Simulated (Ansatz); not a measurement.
# Sb: stress in a strained cell

Sb is deformed so: equal xy, yz and zx engineering shear strains of -1 %. What stress and forces result, by LAPW, PAW and all-electron datasets made for the crystal?

Computed with Ansatz 0.2.0 (DFT PBEsol, scalar-relativistic, unless a step's input says otherwise).

## Step 1: Starting point

The structure is tetragonal, space group I4/mmm (No. 139). Conventional cell: a = 3.010 Å, b = 3.010 Å, c = 4.960 Å, α = 90.00°, β = 90.00°, γ = 90.00°. Around Sb (site symmetry 4/mmm) lie 12 Sb at 3.01 to 3.27 Å.

As a file:

```
CELL_PARAMETERS angstrom
-1.50500 1.50500 2.48000
1.50500 -1.50500 2.48000
1.50500 1.50500 -2.48000
ATOMIC_POSITIONS crystal
Sb 0.00000 0.00000 0.00000
```

## Step 2: The deformed structure

Space group I4/mmm before, C2/m after.

## Step 3: LAPW, all electrons

Input file input.yaml:

```yaml
crystal:
  lattice:
    - [-1.524925, 1.500125, 2.48]
    - [1.500125, -1.524925, 2.48]
    - [1.509875, 1.509875, -2.49505]
  atoms:
    - { symbol: Sb, position: [0.0, 0.0, 0.0] }
kpoints:
  mp_grid: { grid: [13, 13, 15] }
  band_path:
    path:
      - [0.0, 0.0, 0.0]
      - [0.5, 0.5, -0.5]
      - [0.1809216854, 0.8190783146, -0.5]
      - [-0.1809216854, 0.1809216854, 0.5]
      - [0.0, 0.0, 0.5]
      - [0.0, 0.0, 0.0]
      - [-0.5, 0.5, 0.0]
      - [0.0, 0.5, 0.0]
      - [0.0, 0.0, 0.0]
    npoints: 5
scf:
  occupations: { method: fermi_dirac, width: 0.03 }
hamiltonian:
  xc: pbesol
  pseudopotentials: { kind: all_electron, lapw: { basis_error: 0.00025 } }
output:
  forces: true
  stress: true
  eigenvalues: true
```

Run with:

```console
$ ansatz run input.yaml --threads 1 --pin off --max-ram 3072MiB --backend cpu --events-out ev --progress --plain --runs-dir out
```

## Step 4: PAW with frozen cores

Input file input.yaml:

```yaml
crystal:
  lattice:
    - [-1.524925, 1.500125, 2.48]
    - [1.500125, -1.524925, 2.48]
    - [1.509875, 1.509875, -2.49505]
  atoms:
    - { symbol: Sb, position: [0.0, 0.0, 0.0] }
kpoints:
  mp_grid: { grid: [13, 13, 15] }
scf:
  occupations: { method: fermi_dirac, width: 0.03 }
hamiltonian:
  xc: pbesol
  pseudopotentials: { kind: paw }
output:
  forces: true
  stress: true
  eigenvalues: true
  efg: { contact_densities: true }
```

## Step 5: Datasets made for this crystal

Edit input.yaml of step 4 so:

```diff
@@ -13,3 +13,3 @@
   xc: pbesol
-  pseudopotentials: { kind: paw }
+  pseudopotentials: { kind: all_electron, datasets: crystal }
 output:
```

(Steps that only read results are left out.)

Q: Predict the outcome of this session. Wanted: pressure; largest shear or deviatoric stress.

The runs gave:

| quantity | value |
| --- | --- |
| pressure | LAPW 15.17, PAW 15.16, crystal datasets 15.17 GPa |
| largest shear or deviatoric stress (LAPW) | 1.50 GPa |

In words: The largest part of the stress beyond the pressure is 1.50 GPa in size, in the zz component. No run of the undeformed cell stands beside it, so the pressure holds what the given cell had before the change. PAW: stress within 0.02 GPa of LAPW. Crystal datasets: stress within 0.01 GPa of LAPW. Spin-orbit coupling is left out, though the cell holds Sb; in elements this heavy it can shift bands and gaps by tenths of an eV.
